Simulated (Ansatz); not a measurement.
**K3TbTe2: one candidate of a structure search**

Aim: relax a trial structure of K3TbTe2 and see where it ends.

Computed with Ansatz 0.2.0 (DFT PBE, scalar-relativistic, plane waves, PAW; 4f electrons in the core of a trivalent norm-conserving potential, unless a step's input says otherwise).

### Step 1. The structure to begin with

It takes space group P6/mmm (No. 191, hexagonal). Conventional cell: a = 6.514 Å, b = 6.514 Å, c = 5.135 Å, α = 90.00°, β = 90.00°, γ = 120.00°. Around K (site symmetry mmm) lie 4 Te at 3.18 Å and 4 K at 3.26 Å. Around Tb (site symmetry 6/mmm) lie 6 Te at 3.76 Å and 12 K at 4.15 Å. Around Te (site symmetry -6m2) lie 6 K at 3.18 Å and 3 Tb at 3.76 Å.

Structure file:

```
K Tb Te
1.0
     6.51417    0.00000    0.00000
    -3.25708    5.64143    0.00000
     0.00000    0.00000    5.13480
K Tb Te
3 1 2
Direct
  0.50000 0.00000 0.50000
  0.50000 0.50000 0.50000
  0.00000 0.50000 0.50000
  0.00000 0.00000 0.00000
  0.33333 0.66667 0.00000
  0.66667 0.33333 0.00000
```

The cell is invented: species swapped into a database cell of CeGa3Pd2 (P6/mmm, No. 191), with Tb on the Ce sites, K on the Ga sites and Te on the Pd sites. The dimensions are guesses.

### Step 2. Probe: one point on a coarse mesh

The input, input.yaml:

```yaml
crystal:
  lattice:
    - [6.51416742, 0.0, 0.0]
    - [-3.25708371, 5.64143447, 0.0]
    - [0.0, 0.0, 5.13480294]
  atoms:
    - { symbol: K, position: [0.5, 0.0, 0.5] }
    - { symbol: K, position: [0.5, 0.5, 0.5] }
    - { symbol: K, position: [0.0, 0.5, 0.5] }
    - { symbol: Tb, position: [0.0, 0.0, 0.0] }
    - { symbol: Te, position: [0.33333333, 0.66666667, 0.0] }
    - { symbol: Te, position: [0.66666667, 0.33333333, 0.0] }
basis:
  ecutwfc: 690
kpoints:
  mp_grid: { grid: [3, 3, 4] }
hamiltonian:
  xc: pbe
  pseudopotentials:
    kind: paw
    azcp: { Tb: "pseudopotentials/pbe/nc/lanthanide_3plus/Tb.nc.azcp" }
scf:
  occupations: { method: gaussian, width: 0.1 }
  lower_state_search: "off"
output:
  forces: true
  stress: true
  eigenvalues: true
```

Command:

```sh
ansatz run input.yaml --threads 1 --pin off --max-ram 2560MiB --backend cpu --events-out ev --progress --plain --runs-dir out
```

Further runs follow: coarse relaxation; relaxation on the finer mesh.

Before running it: what results should come out? Wanted: conventional cell; volume; energy over the elements; gap on the mesh.

The runs gave:

| quantity | value |
| --- | --- |
| symmetry at the end (tolerance 0.05 Å) | space group P6/mmm (No. 191) |
| conventional cell | a = 6.714 Å, b = 6.714 Å, c = 5.633 Å, α = 90.00°, β = 90.00°, γ = 120.00° |
| volume | 36.65 Å³/atom |
| energy over the elements | -0.36 eV/atom |
| gap on the mesh | none (metal) |

The space group P6/mmm (No. 191) is kept, and the volume per atom grows by 16.5 % from the first guess. It lies below the elements, which doesn't yet make it stable: competing phases were not computed in this session. No finished test with a distortion of lower symmetry is shown, so the end may be a saddle point. Spin-orbit coupling is left out for Tb, Te. The lanthanide's 4f electrons sit in the core of its potential, so it is trivalent by construction and shows no f bands or moments.

No U or exact exchange acts on the 4f shell of Tb, so a metallic reading can be the functional's.
